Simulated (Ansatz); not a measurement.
# Si3Br: the cost of one run

Program: Ansatz 0.2.0. Level of theory: DFT PBE, scalar-relativistic, plane waves, PAW. These are calculated values, not measurements.

### 1 The starting structure

Symmetry: Fm-3m, No. 225, cubic system. Conventional cell: a = 6.589 Å, b = 6.589 Å, c = 6.589 Å, α = 90.00°, β = 90.00°, γ = 90.00°. Si (site symmetry -43m) is surrounded by 4 Si at 2.85 Å and 4 Br at 2.85 Å. Si (site symmetry m-3m) has 8 Si at 2.85 Å as nearest neighbours. Br (site symmetry m-3m) is surrounded by 8 Si at 2.85 Å.

Structure file:

```cif
data_structure
_symmetry_space_group_name_H-M 'Fm-3m'
_symmetry_Int_Tables_number 225
_cell_length_a 6.5887
_cell_length_b 6.5887
_cell_length_c 6.5887
_cell_angle_alpha 90.000
_cell_angle_beta 90.000
_cell_angle_gamma 90.000
_cell_volume 286.03
loop_
_atom_site_label
_atom_site_type_symbol
_atom_site_symmetry_multiplicity
_atom_site_Wyckoff_symbol
_atom_site_fract_x
_atom_site_fract_y
_atom_site_fract_z
_atom_site_occupancy
Si1 Si 8 c 0.25000 0.75000 0.75000 1
Si2 Si 4 b 0.50000 0.00000 0.00000 1
Br1 Br 4 a 0.00000 0.00000 0.00000 1
```

It is the end of an earlier relaxation with the same method, from a generated guess; it needn't be the stable form of this composition. At a tolerance of 0.05 Å it has space group Fm-3m (No. 225); it has 17.88 Å³/atom, an uncorrected energy of +0.75 eV/atom over the elements.

### 2 Electronic structure at the relaxed geometry

Input file input.yaml:

```yaml
crystal:
  lattice:
    - [0.0, 3.2943684035, 3.2943684035]
    - [3.2943684035, 0.0, 3.2943684035]
    - [3.2943684035, 3.2943684035, 0.0]
  atoms:
    - { symbol: Si, position: [0.25, 0.25, 0.25] }
    - { symbol: Si, position: [0.75, 0.75, 0.75] }
    - { symbol: Si, position: [0.5, 0.5, 0.5] }
    - { symbol: Br, position: [0.0, 0.0, 0.0] }
basis:
  ecutwfc: 420
kpoints:
  mp_grid: { grid: [12, 12, 12] }
  band_path:
    path:
      - [[0.0, 0.0, 0.0], [0.5, 0.0, 0.5], [0.625, 0.25, 0.625]]
      - [[0.375, 0.375, 0.75], [0.0, 0.0, 0.0], [0.5, 0.5, 0.5], [0.5, 0.25, 0.75], [0.5, 0.0, 0.5]]
    npoints: 14
hamiltonian:
  xc: pbe
scf:
  occupations: { method: gaussian, width: 0.1 }
  n_extra_bands: 10
output:
  forces: true
  stress: true
  eigenvalues: true
  populations: true
  dos: { projected: true, de: 0.02, nscf_kmesh: { grid: [15, 15, 15] } }
  bader: true
  write_density: true
  write_potential: true
  elf: true
  volumetric_format: npy
```

Command:

```bash
> ansatz run input.yaml --threads 1 --pin off --max-ram 2560MiB --backend cpu --events-out ev --progress --plain --runs-dir out
```

Q: Estimate wall time and peak memory on 1 thread of Intel Xeon 6975P-C (Granite Rapids), shared host.

About 32 s, with a peak of 0.44 GiB.
